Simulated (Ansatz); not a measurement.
# FGeH5: the cost of one run

Method: RKS PBE0/def2-SVP, in Ansatz 0.2.0.

## 1. Starting point

Bond lengths: Ge1–F2 2.030 Å, Ge1–H3 1.550 Å, Ge1–H4 1.549 Å, Ge1–H5 1.549 Å. Angles: F2–Ge1–H3 109.5°, F2–Ge1–H4 109.5°, F2–Ge1–H5 109.5°, H3–Ge1–H4 109.5°, H3–Ge1–H5 109.5°, H4–Ge1–H5 109.5°.

As a file:

```xyz
7

Ge    0.0000    0.0000    0.0000
F     0.0000    0.0000    2.0300
H     1.4616    0.0000   -0.5162
H    -0.7300    1.2648   -0.5162
H    -0.7300   -1.2648   -0.5162
H    -1.7556    0.0000    0.5833
H    -1.3158    0.0000    1.5287
```

## 2. A restrained relaxation towards end A

Springs on the bonds that form and break draw the guess towards this end; the thresholds are loose.

input.yaml reads:

```yaml
crystal:
  periodic: [false, false, false]
  atoms:
    - { symbol: Ge, position_ang: [0.0, 0.0, 0.0] }
    - { symbol: F, position_ang: [0.0, 0.0, 2.03] }
    - { symbol: H, position_ang: [1.4616, 0.0, -0.5162] }
    - { symbol: H, position_ang: [-0.73, 1.2648, -0.5162] }
    - { symbol: H, position_ang: [-0.73, -1.2648, -0.5162] }
    - { symbol: H, position_ang: [-1.7556, 0.0, 0.5833] }
    - { symbol: H, position_ang: [-1.3158, 0.0, 1.5287] }
basis:
  gaussian: { orbitals: def2-SVP }
hamiltonian:
  xc: pbe0
relax:
  f_tol: 0.15
  max_steps: 25
  restrain:
    - { distance: [0, 5], at: 2.75, k: 30.0 }
    - { distance: [6, 1], at: 2.12, k: 30.0 }
    - { distance: [0, 1], at: 1.68, k: 30.0 }
    - { distance: [6, 5], at: 0.66, k: 30.0 }
output:
  orbitals: {}
```

Command:

```sh
$ ansatz run input.yaml --threads 1 --pin off --max-ram 2048MiB --backend cpu --events-out ev --progress --plain --runs-dir out
```

Q: Estimate wall time and peak memory on 1 thread of Arm Neoverse V2, shared host.

About 12 s, with a peak of 0.13 GiB.
